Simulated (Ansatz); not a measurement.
# SnHF₂ radical: how energies converge with the basis set

One table from this session's results is given with a row withheld; the runs are named, their logs left out.

The runs use Ansatz 0.2.0, Gaussian basis; one geometry, several basis sets.

The runs, in order: PBE0-D4/def2-SVP; ωB97M-V/def2-SVP; PBE0-D4/def2-QZVPP; ωB97M-V/def2-QZVPP; the functionals' def2-TZVPP values are taken from earlier runs.

## Structure used throughout

All runs share one geometry, relaxed beforehand with PBE0-D4 in a triple-zeta def2 set. Sn takes the def2 core potential; no spin-orbit term is included.

SMILES `[F][SnH][F]`, 4 atoms, charge 0, spin multiplicity 2.

Atoms are counted from 1 here; the program's logs count them from 0.

Bond lengths: F1–Sn2 1.919 Å, Sn2–F3 1.919 Å, Sn2–H4 1.746 Å. Angles: F1–Sn2–F3 101.8°, F1–Sn2–H4 106.1°, F3–Sn2–H4 106.1°.

The first run:

Input file in.yaml:

```yaml
crystal:
  periodic: [false, false, false]
  atoms:
    - {symbol: F, position_ang: [0.674189, -1.225618, 1.047166]}
    - {symbol: Sn, position_ang: [-0.535166, -0.042202, 0.141592]}
    - {symbol: F, position_ang: [0.344708, 1.651089, 0.345715]}
    - {symbol: H, position_ang: [-0.428231, -0.443568, -1.554673]}
basis:
  gaussian: {orbitals: def2-SVP}
magnetization: {spin_polarized: true, initial_magnetization: 1}
hamiltonian: {xc: pbe0, dispersion: d4}
output: {orbitals: {seedname: orbitals}}
```

On the command line:

```console
$ ansatz run in.yaml --threads 2 --pin off --events-out ev --progress --plain --max-ram 32768MiB --backend cpu
```

Among the steps run: PBE0-D4 in def2-SVP; ωB97M-V in def2-SVP; PBE0-D4 in def2-QZVPP; ωB97M-V in def2-QZVPP.

One of the session's tables, all rows but one given; the rest of the session is left out.

It belongs to the step «Density functionals: the series». 

| functional | basis | HOMO (eV) | LUMO (eV) |
| --- | --- | --- | --- |
| PBE0-D4 | def2-SVP | -7.46 | -4.28 |
| PBE0-D4 | def2-TZVPP | -7.62 | -4.40 |
| PBE0-D4 | def2-QZVPP | -7.64 | -4.42 |
| ωB97M-V | def2-SVP | ? | ? |
| ωB97M-V | def2-TZVPP | -9.70 | -2.62 |
| ωB97M-V | def2-QZVPP | -9.73 | -2.67 |

Estimate the missing values for ωB97M-V, def2-SVP.

**Answer.** HOMO (eV): -9.49; LUMO (eV): -2.43. In the column «HOMO (eV)» it lies between ωB97M-V, def2-TZVPP (-9.70) and PBE0-D4, def2-QZVPP (-7.64).
